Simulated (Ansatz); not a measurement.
What does this script print? It uses the Python package of Ansatz (0.2.0).

`cas_ch3brsi.py`
```python
# -*- coding: utf-8 -*-
"""Static correlation in CH3BrSi: natural occupations of an active space."""

import ansatz as az

GEOMETRY = """
C    -0.41060    0.34750   -0.20520
Si    0.08450   -0.75010    1.12410
Br    2.02960   -1.59650    0.57280
H     0.32380    1.22540   -0.36060
H    -1.43170    0.82590   -0.00290
H    -0.55350   -0.11620   -1.17440
"""

system = az.Crystal.molecule()
for line in GEOMETRY.strip().splitlines():
    symbol, *xyz = line.split()
    system = system.atom(symbol, [float(v) for v in xyz])

job = system.calculation().basis(gaussian="def2-SVP").correlation(active_electrons=2, active_orbitals=2)
for method in [None, "sc_nevpt2"]:
    report = (job if method is None else job.correlation(method)).run().report
    space = report["configurations"]
    state = space["states"][0]
    print(method or "casscf", f"total {report['free_energy_ev'] / 27.211386246:.6f} Ha, active-space state {state['energy']['hartree']:.6f} Ha, mean field {report['reference_energy_ev'] / 27.211386246:.6f} Ha")
    print("  determinants", state["n_determinants"], " natural occupations", [round(n, 3) for n in space["natural_occupations"]])
print("effectively unpaired electrons, sum of min(n, 2 - n):", round(sum(min(n, 2 - n) for n in space["natural_occupations"]), 3))
```

```console
$ python cas_ch3brsi.py
casscf total -2900.542975 Ha, active-space state -2900.542975 Ha, mean field -2900.522975 Ha
  determinants 4  natural occupations [1.914, 0.086]
sc_nevpt2 total -2900.978881 Ha, active-space state -2900.542958 Ha, mean field -2900.522975 Ha
  determinants 4  natural occupations [1.914, 0.086]
effectively unpaired electrons, sum of min(n, 2 - n): 0.172
```

Notes:
- Total energies depend on the basis set; only differences at equal settings carry meaning.
- The geometry is a force-field or estimated start, not a minimum of this method, and the basis set is short of its limit. The active space starts as a window about the frontier orbitals and is then optimised, not chosen by chemistry.
- Wall time of the script: 6.9 s on 1 thread of Arm Neoverse V1, on a shared host, peak memory 0.23 GiB.

(A comment or docstring line of the script was reworded after the run, the code is as it ran; lines on the test bed's own set-up are left out of the output.)
